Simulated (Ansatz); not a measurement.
# Cl4Ge: the cost of one run

Program: Ansatz 0.2.0. Level of theory: the levels named in each step. These are calculated values, not measurements.

### Step 1. The system as given

Bond lengths: Cl1–Ge2 2.127 Å, Ge2–Cl3 2.128 Å, Ge2–Cl4 2.127 Å, Ge2–Cl5 2.128 Å. Angles: Cl1–Ge2–Cl3 109.3°, Cl1–Ge2–Cl4 109.5°, Cl1–Ge2–Cl5 109.6°, Cl3–Ge2–Cl4 109.6°, Cl3–Ge2–Cl5 109.4°, Cl4–Ge2–Cl5 109.3°.

Coordinates:

```xyz
5

Cl   -0.9511   -1.5179   -1.1478
Ge   -0.0002    0.0004   -0.0003
Cl    2.0774   -0.4314    0.1550
Cl   -0.2701    1.8830   -0.9525
Cl   -0.8571    0.0677    1.9460
```

### Step 2. A rough first relaxation, PBE-D4/def2-SVP

This run stands in another session on the same molecule. It ended at:

```xyz
5

Cl   -0.9622   -1.5306   -1.1556
Ge   -0.0003    0.0005    0.0001
Cl    2.0960   -0.4315    0.1562
Cl   -0.2691    1.8992   -0.9631
Cl   -0.8655    0.0643    1.9629
```

### Step 3. Relaxation, PBE0-D4/def2-TZVPP

This run stands in another session on the same molecule. It ended at:

```xyz
5

Cl   -0.9485   -1.5092   -1.1396
Ge   -0.0002    0.0004    0.0001
Cl    2.0666   -0.4257    0.1540
Cl   -0.2656    1.8725   -0.9494
Cl   -0.8533    0.0638    1.9353
```

### Step 4. Frequencies, PBE0-D4/def2-TZVPP

The input, input.yaml:

```yaml
crystal:
  periodic: [false, false, false]
  atoms:
    - { symbol: Cl, position_ang: [-0.94853695, -1.50916303, -1.13959297] }
    - { symbol: Ge, position_ang: [-0.00021656, 0.0003698, 9.372e-05] }
    - { symbol: Cl, position_ang: [2.06658082, -0.42571095, 0.15403962] }
    - { symbol: Cl, position_ang: [-0.26556922, 1.87251727, -0.94940025] }
    - { symbol: Cl, position_ang: [-0.8533181, 0.0637969, 1.93531988] }
basis:
  gaussian: { orbitals: def2-TZVPP }
hamiltonian:
  xc: pbe0
  dispersion: d4
phonons: {}
```

Command:

```sh
$ ansatz run input.yaml --threads 4 --pin off --max-ram 10240MiB --backend cpu --events-out ev --progress --plain --runs-dir out
```

What time and memory should one allow on 4 threads of Intel Xeon Platinum 8259CL at 2.50GHz (Skylake/Cascade Lake), shared host?

About 45 s, with a peak of 0.88 GiB.
